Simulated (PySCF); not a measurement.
# SnN: from the state search to spectroscopic constants

One job finds the state of SnN, follows it along the bond with each method and fits the curves.

The runs use PySCF 2.14.0; Sn aug-cc-pVDZ-PP with ECP28, N aug-cc-pVDZ, scalar-relativistic core potentials.

1 further run of the same task is left out (it didn't finish).

### Step 1. The job

A driver script around PySCF takes these settings:

```json
{
  "atoms": "Sn, N",
  "charge": "0",
  "basis": "Sn aug-cc-pVDZ-PP with ECP28, N aug-cc-pVDZ",
  "Hamiltonian": "scalar-relativistic core potentials",
  "basis functions": "55",
  "electrons treated": "29",
  "masses in u": "119.9022, 14.0031",
  "levels": "PBE0, PBE, r²SCAN, PW91, r²SCAN0, BHandHLYP, HF, MP2, SCS-MP2",
  "grid": "80 radial by 434 angular points",
  "occupations": "held fixed by the projection of orbital angular momentum",
  "dissociation limit": "Sn + N, each in its ground configuration",
  "starting distance in angstrom": "2.005",
  "values of 2S to try": "1, 3, 5"
}
```

Further steps of the session: First curve: PBE0; Excited determinants; PBE (GGA); r²SCAN; PW91 (GGA); r²SCAN0 (hybrid meta-GGA); BHandHLYP; ROHF (mean field).

**Question.** What will these runs give? Wanted: for each run, Re; ωe; De; μ.

As calculated:

Lowest PBE0 solution found, without spin–orbit coupling: ²Π (doublet), unpaired electrons π ↑. State 2 has its PBE0 minimum 0.19 eV higher. State 3 has its PBE0 minimum 1.07 eV higher. The other levels ran on the lowest alone.

```tsv
level	Re (Å)	ωe (cm⁻¹)	De (eV)	μ (D)
ROHF	1.924	813	-0.79	-4.44
ROHF-MP2	1.999	661	2.33	n/a
ROHF-SCS-MP2	1.999	659	2.28	n/a
PBE	1.995	669	3.18	-3.48
PW91	1.993	671	3.20	-3.51
r²SCAN	1.983	653	2.57	-3.43
PBE0	1.975	643	2.48	-3.59
r²SCAN0	1.989	590	2.09	-3.33
BHandHLYP	1.998	564	2.03	-3.40
```

De is counted to Sn + N in their ground configurations. A positive dipole means Sn(−)N(+). ⟨S²⟩ is off the pure value of 0.75 by over a tenth at r²SCAN 0.86, PBE0 0.89, r²SCAN0 1.07, BHandHLYP 1.16.

The methods spread over 0.075 Å in bond length, from ROHF to ROHF-MP2. Among the levels with a De in the table, it runs from -0.79 eV (ROHF) to 3.20 eV (PW91).

Correlated steps freeze 5 core orbitals. These are scalar-relativistic numbers at best; spin–orbit coupling would shift them, the dissociation energy most. A negative De means that the minimum lies above the separated atoms at that level.
